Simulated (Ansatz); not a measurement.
# CH5NOSi: shape, modes and thermochemistry

The task is to find a stationary geometry of CH5NOSi, check the end point by its vibrations and derive ideal-gas thermochemistry.

Method: RKS PBE0-D4/def2-TZVP; program: Ansatz 0.2.0, Gaussian basis.

Plan: relaxation at PBE-D4/def2-SVP; relaxation at PBE0-D4/def2-TZVP; harmonic vibrations at the same level.

2 further runs of the same task are left out: 1 that didn't finish, 1 set aside as unsound or not needed.

**1. Where the work starts**

9 atoms, charge 0, spin multiplicity 1.

Atoms are counted from 1 here; the program's logs count them from 0.

Bond lengths: C1–N2 1.436 Å, C1–O4 1.451 Å, C1–H5 1.123 Å, C1–H6 1.165 Å, N2–Si3 1.667 Å, N2–H7 1.039 Å, Si3–O4 1.628 Å, Si3–H8 1.548 Å, Si3–H9 1.452 Å. Angles: N2–C1–O4 93.7°, N2–C1–H5 116.2°, N2–C1–H6 114.0°, O4–C1–H5 118.0°, O4–C1–H6 111.4°, H5–C1–H6 103.8°, C1–N2–Si3 86.9°, C1–N2–H7 110.9°, Si3–N2–H7 105.3°, N2–Si3–O4 79.4°, N2–Si3–H8 109.3°, N2–Si3–H9 114.2°, O4–Si3–H8 109.3°, O4–Si3–H9 114.6°, H8–Si3–H9 122.1°, C1–O4–Si3 87.9°.

As a file:

```xyz
9
CH5NOSi
C    -0.83560    0.61630    0.08310
N     0.01960    0.10560   -0.95070
Si    0.69130   -0.87870    0.21520
O     0.11750    0.33240    1.14020
H    -1.85720    0.15480    0.15590
H    -1.05130    1.75850   -0.00060
H     0.76170    0.79150   -1.19050
H     2.23410   -0.77890    0.14120
H     0.00850   -2.14780    0.38920
```

The start is a force-field geometry with small random shifts, so a cheaper pass at PBE-D4/def2-SVP comes first.

**2. Optimising with PBE-D4/def2-SVP (cheap first pass)**

Input file in.yaml:

```yaml
crystal:
  periodic: [false, false, false]
  atoms:
    - {symbol: C, position_ang: [-0.835600, 0.616300, 0.083100]}
    - {symbol: N, position_ang: [0.019600, 0.105600, -0.950700]}
    - {symbol: Si, position_ang: [0.691300, -0.878700, 0.215200]}
    - {symbol: O, position_ang: [0.117500, 0.332400, 1.140200]}
    - {symbol: H, position_ang: [-1.857200, 0.154800, 0.155900]}
    - {symbol: H, position_ang: [-1.051300, 1.758500, -0.000600]}
    - {symbol: H, position_ang: [0.761700, 0.791500, -1.190500]}
    - {symbol: H, position_ang: [2.234100, -0.778900, 0.141200]}
    - {symbol: H, position_ang: [0.008500, -2.147800, 0.389200]}
basis:
  gaussian: {orbitals: def2-SVP}
hamiltonian: {xc: pbe, dispersion: d4}
relax: {f_tol: 0.03, max_steps: 200}
```

What it wrote (excerpt; [...] marks lines left out):

```text
Functional definition: PBE
  name "PBE"
  cite "Perdew, Burke & Ernzerhof, Phys. Rev. Lett. 77, 3865 (1996) doi:10.1103/PhysRevLett.77.3865"
  parent pbe
[...]
959 factors; their error is unknown
[...]
mean field -12516.53934000 eV, -459.9743367300 hartree, gradient 1.4e-5 eV, S^2 0.000000; 0 other end points of the search recorded, 0 dependent functions left out
[...]
reference -12516.53937161 eV, -459.9743378916 hartree; 20, 20 occupied and 65, 65 virtual orbitals, 959 factors
relax step   1: F+E_penalty+E_count = -12516.70844595 eV  Δ(F+E_penalty+E_count) = +0.000e0 eV  max|allowed force component| = 5.366e0 eV/Å  Δτ_max = 0.0000 Å  (28 SCF iters, accepted)
[...]
relax step   3: F+E_penalty+E_count = -12517.76989207 eV  Δ(F+E_penalty+E_count) = -1.338e-1 eV  max|allowed force component| = 6.534e-1 eV/Å  Δτ_max = 0.1053 Å  (31 SCF iters, accepted)
[...]
relax step   5: F+E_penalty+E_count = -12517.87662771 eV  Δ(F+E_penalty+E_count) = -5.610e-2 eV  max|allowed force component| = 5.999e-1 eV/Å  Δτ_max = 0.1092 Å  (27 SCF iters, accepted)
[...]
relax step   7: F+E_penalty+E_count = -12517.90679913 eV  Δ(F+E_penalty+E_count) = -9.675e-3 eV  max|allowed force component| = 1.949e-1 eV/Å  Δτ_max = 0.0839 Å  (28 SCF iters, accepted)
[...]
relax step   9: F+E_penalty+E_count = -12517.91153770 eV  Δ(F+E_penalty+E_count) = -1.079e-3 eV  max|allowed force component| = 7.715e-2 eV/Å  Δτ_max = 0.0126 Å  (30 SCF iters, accepted)
[...]
relax step  10: F+E_penalty+E_count = -12517.91123583 eV  Δ(F+E_penalty+E_count) = +3.019e-4 eV  max|allowed force component| = 1.518e-1 eV/Å  Δτ_max = 0.0326 Å  (29 SCF iters, rejected (line search))
[...]
relax step  11: F+E_penalty+E_count = -12517.91205742 eV  Δ(F+E_penalty+E_count) = -5.197e-4 eV  max|allowed force component| = 1.480e-2 eV/Å  Δτ_max = 0.0156 Å  (31 SCF iters, accepted)
959 factors; their error is unknown
[...]
mean field -12517.74682186 eV, -460.0187108699 hartree, gradient 2.9e-5 eV, S^2 0.000000; 1 other end points of the search recorded, 0 dependent functions left out
[...]
reference -12517.74685469 eV, -460.0187120762 hartree; 20, 20 occupied and 65, 65 virtual orbitals, 959 factors
Total energy: -12517.91209024 eV, -460.0247843709 hartree
Atom 0 at    -0.807632     0.735197     0.123510 Å, force    -0.007642     0.002424     0.011497 eV/Å
Atom 1 at    -0.094834     0.046091    -0.966622 Å, force     0.008425    -0.005758     0.007769 eV/Å
Atom 2 at     0.746379    -0.885515     0.260251 Å, force     0.011696    -0.014799     0.007753 eV/Å
Atom 3 at    -0.337370    -0.018725     1.262170 Å, force    -0.001902     0.008492    -0.008354 eV/Å
Atom 4 at    -1.918682     0.647150     0.052457 Å, force     0.001248    -0.002056    -0.003147 eV/Å
Atom 5 at    -0.545623     1.818259     0.219421 Å, force    -0.000732     0.002543     0.000941 eV/Å
Atom 6 at     0.284806     0.602277    -1.734736 Å, force    -0.004285     0.002835    -0.009860 eV/Å
Atom 7 at     2.214792    -0.615416     0.487975 Å, force     0.001782     0.005489    -0.000193 eV/Å
Atom 8 at     0.546764    -2.375617     0.278574 Å, force    -0.008590     0.000830    -0.006406 eV/Å
Dipole moment:     0.178555     0.159324    -0.325876 e Å
```

Run time: 19 s. Hardware: 4 threads, shared host.

The steps of the relaxation:

```csv
step,energy from step 1 (eV),largest force component (eV/Å)
1,0.0000,5.3660
2,-0.9277,1.4670
3,-1.0614,0.6534
4,-1.1121,0.8116
5,-1.1682,0.5999
6,-1.1887,0.4959
7,-1.1984,0.1949
8,-1.2020,0.1381
9,-1.2031,0.0771
10,-1.2028,0.1518
11,-1.2036,0.0148
```

Close pairs (by a distance rule), those that changed most:

```csv
bond,before (Å),after (Å),change (Å)
N2–Si3,1.667,1.755,+0.088
Si3–O4,1.628,1.712,+0.083
Si3–H9,1.452,1.504,+0.052
C1–H6,1.165,1.118,-0.047
C1–N2,1.436,1.474,+0.038
Si3–H8,1.548,1.510,-0.037
N2–H7,1.039,1.022,-0.017
C1–O4,1.451,1.444,-0.007
```

**3. Geometry optimisation, PBE0-D4/def2-TZVP**

Input file in.yaml:

```yaml
crystal:
  periodic: [false, false, false]
  atoms:
    - {symbol: C, position_ang: [-0.807632, 0.735197, 0.123510]}
    - {symbol: N, position_ang: [-0.094834, 0.046091, -0.966622]}
    - {symbol: Si, position_ang: [0.746379, -0.885515, 0.260251]}
    - {symbol: O, position_ang: [-0.337370, -0.018725, 1.262170]}
    - {symbol: H, position_ang: [-1.918682, 0.647150, 0.052457]}
    - {symbol: H, position_ang: [-0.545623, 1.818259, 0.219421]}
    - {symbol: H, position_ang: [0.284806, 0.602277, -1.734736]}
    - {symbol: H, position_ang: [2.214792, -0.615416, 0.487975]}
    - {symbol: H, position_ang: [0.546764, -2.375617, 0.278574]}
basis:
  gaussian: {orbitals: def2-TZVP}
hamiltonian: {xc: pbe0, dispersion: d4}
relax: {f_tol: 0.005, max_steps: 150}
```

What it wrote (excerpt; [...] marks lines left out):

```text
Functional definition: PBE0
  name "PBE0"
  cite "Adamo & Barone, J. Chem. Phys. 110, 6158 (1999) doi:10.1063/1.478522"
  cite "Perdew, Burke & Ernzerhof, Phys. Rev. Lett. 77, 3865 (1996) doi:10.1103/PhysRevLett.77.3865"
  parent pbe
[...]
974 factors; their error is unknown
[...]
mean field -12527.17180154 eV, -460.3650724845 hartree, gradient 1.7e-5 eV, S^2 0.000000; 0 other end points of the search recorded, 0 dependent functions left out
[...]
reference -12527.17183178 eV, -460.3650735958 hartree; 20, 20 occupied and 140, 140 virtual orbitals, 974 factors
relax step   1: F+E_penalty+E_count = -12527.30855497 eV  Δ(F+E_penalty+E_count) = +0.000e0 eV  max|allowed force component| = 9.412e-1 eV/Å  Δτ_max = 0.0000 Å  (27 SCF iters, accepted)
[...]
Total energy: -12527.37672582 eV, -460.3726033131 hartree
Atom 0 at    -0.800821     0.729622     0.121725 Å, force    -0.000236     0.000595    -0.002698 eV/Å
Atom 1 at    -0.090764     0.038960    -0.961183 Å, force     0.000183    -0.000377     0.000847 eV/Å
Atom 2 at     0.727212    -0.867051     0.259505 Å, force     0.000013     0.000361    -0.001473 eV/Å
Atom 3 at    -0.320789    -0.023690     1.246060 Å, force     0.000428    -0.001005     0.001808 eV/Å
Atom 4 at    -1.889661     0.630652     0.053917 Å, force    -0.000182    -0.000136     0.000088 eV/Å
Atom 5 at    -0.531625     1.788521     0.220586 Å, force     0.000034     0.000694     0.000127 eV/Å
Atom 6 at     0.287348     0.591764    -1.711296 Å, force    -0.000282    -0.000198     0.001018 eV/Å
Atom 7 at     2.176211    -0.596611     0.480837 Å, force     0.000167    -0.000137     0.000132 eV/Å
Atom 8 at     0.531488    -2.338466     0.272851 Å, force    -0.000125     0.000203     0.000151 eV/Å
Dipole moment:     0.162793     0.183169    -0.306108 e Å
```

It took 27 s on 4 threads, shared host; peak memory 0.33 GiB.

Relaxation path:

```csv
step,energy from step 1 (eV),largest force component (eV/Å)
1,0.0000,0.9412
2,-0.0535,0.6052
3,-0.0680,0.0571
4,-0.0681,0.0210
5,-0.0681,0.0181
6,-0.0681,0.0083
7,-0.0681,0.0027
```

Close pairs (by a distance rule), those that changed most:

```csv
bond,before (Å),after (Å),change (Å)
Si3–O4,1.712,1.668,-0.043
N2–Si3,1.755,1.726,-0.029
C1–H6,1.118,1.097,-0.021
C1–H5,1.117,1.095,-0.021
Si3–H8,1.510,1.491,-0.020
Si3–H9,1.504,1.484,-0.019
N2–H7,1.022,1.006,-0.016
C1–O4,1.444,1.436,-0.008
```

Mulliken charges of the relaxed molecule (report file):

```csv
atom,value (e)
C1,0.09
N2,-0.49
Si3,0.47
O4,-0.41
H5,0.11
H6,0.10
H7,0.22
H8,-0.05
H9,-0.04
```

**4. Harmonic vibrations**

Input file in.yaml:

```yaml
crystal:
  periodic: [false, false, false]
  atoms:
    - {symbol: C, position_ang: [-0.800821, 0.729622, 0.121725]}
    - {symbol: N, position_ang: [-0.090764, 0.038960, -0.961183]}
    - {symbol: Si, position_ang: [0.727212, -0.867051, 0.259505]}
    - {symbol: O, position_ang: [-0.320789, -0.023690, 1.246060]}
    - {symbol: H, position_ang: [-1.889661, 0.630652, 0.053917]}
    - {symbol: H, position_ang: [-0.531625, 1.788521, 0.220586]}
    - {symbol: H, position_ang: [0.287348, 0.591764, -1.711296]}
    - {symbol: H, position_ang: [2.176211, -0.596611, 0.480837]}
    - {symbol: H, position_ang: [0.531488, -2.338466, 0.272851]}
basis:
  gaussian: {orbitals: def2-TZVP}
hamiltonian: {xc: pbe0, dispersion: d4}
phonons: {temperatures: {t_min: 298.15, t_max: 900, t_step: 200}}
```

What it wrote (excerpt; [...] marks lines left out):

```text
Functional definition: PBE0
  name "PBE0"
  cite "Adamo & Barone, J. Chem. Phys. 110, 6158 (1999) doi:10.1063/1.478522"
  cite "Perdew, Burke & Ernzerhof, Phys. Rev. Lett. 77, 3865 (1996) doi:10.1103/PhysRevLett.77.3865"
  parent pbe
[...]
974 factors; their error is unknown
[...]
mean field -12527.23905954 eV, -460.3675441705 hartree, gradient 1.5e-5 eV, S^2 0.000000; 0 other end points of the search recorded, 0 dependent functions left out
[...]
reference -12527.23908930 eV, -460.3675452642 hartree; 20, 20 occupied and 140, 140 virtual orbitals, 974 factors
[...]
974 factors; their error is unknown
mean field -12527.23886368 eV, -460.3675369729 hartree, gradient 2.1e-6 eV, S^2 0.000000; 0 other end points of the search recorded, 0 dependent functions left out
[...]
reference -12527.23889346 eV, -460.3675380673 hartree; 20, 20 occupied and 140, 140 virtual orbitals, 974 factors
[...]
Atom 1 at    -0.090764     0.038960    -0.961183 Å, force     0.000173    -0.000376     0.000848 eV/Å
Atom 2 at     0.727212    -0.867051     0.259505 Å, force     0.000027     0.000340    -0.001463 eV/Å
Atom 3 at    -0.320789    -0.023690     1.246060 Å, force     0.000414    -0.000991     0.001800 eV/Å
Atom 4 at    -1.889661     0.630652     0.053917 Å, force    -0.000186    -0.000139     0.000085 eV/Å
Atom 5 at    -0.531625     1.788521     0.220586 Å, force     0.000039     0.000703     0.000125 eV/Å
Atom 6 at     0.287348     0.591764    -1.711296 Å, force    -0.000281    -0.000193     0.001016 eV/Å
Atom 7 at     2.176211    -0.596611     0.480837 Å, force     0.000168    -0.000134     0.000129 eV/Å
Atom 8 at     0.531488    -2.338466     0.272851 Å, force    -0.000126     0.000208     0.000147 eV/Å
Dipole moment:     0.162793     0.183170    -0.306109 e Å
Vibrations: 219.78 378.15 548.48 658.42 690.83 783.30 829.12 946.64 1011.11 1031.11 1035.18 1113.28 1169.60 1257.42 1384.84 1546.75 2195.51 2231.89 3014.72 3059.98 3662.14 cm⁻¹, zero-point energy 1.783404 eV
```

It took 1.8 min on 4 threads, shared host; peak memory 0.33 GiB.

Motions are named by where the mode's potential energy lies. The modes, unscaled (a negative number is an imaginary wavenumber):

```csv
mode,cm⁻¹,motion
1,220,torsion
2,378,torsion
3,548,torsion with bend
4,658,bend
5,691,torsion with bend
6,783,bend with Si–O stretch
7,829,torsion with bend
8,947,bend with Si–O stretch
9,1011,torsion with bend
10,1031,C–O stretch with bend
11,1035,bend with torsion
12,1113,bend
13,1170,bend
14,1257,bend
15,1385,bend
16,1547,bend
17,2196,Si–H stretch
18,2232,Si–H stretch
19,3015,C–H stretch
20,3060,C–H stretch
21,3662,N–H stretch
```

From these modes and the moments of inertia (298.15 K, 1 bar, symmetry number 1):

```csv
term,value
zero-point energy,172.1 kJ/mol
H(298) − E,186.4 kJ/mol
"entropy, translation",162.7 J/(mol K)
"entropy, rotation",101.1 J/(mol K)
"entropy, vibration",21.7 J/(mol K)
"entropy, total",285.5 J/(mol K)
```

**5. Results**

| quantity | value |
| --- | --- |
| point group | C1 |
| steps | 11 + 7 |
| shift from the start (rms) | 0.464 Å |
| total energy | -12527.3767 eV |
| dispersion term | -138 meV |
| dipole moment | 1.88 D |
| lowest, highest wavenumber | 220, 3662 cm⁻¹ |
| zero-point energy | 172.1 kJ/mol |
| entropy at 298.15 K | 285.5 J/(mol K) |

In words: The relaxed geometry lies 0.46 Å (rms) from the start; the bond that changed most is C1–H6, from 1.165 to 1.097 Å. All wavenumbers are real, so the end point is a minimum. The stiffest mode, 3662 cm⁻¹, is an N–H stretch. Harmonic hybrid wavenumbers usually lie a few per cent above measured fundamentals. The largest Mulliken charge, -0.49 e, sits on N2.
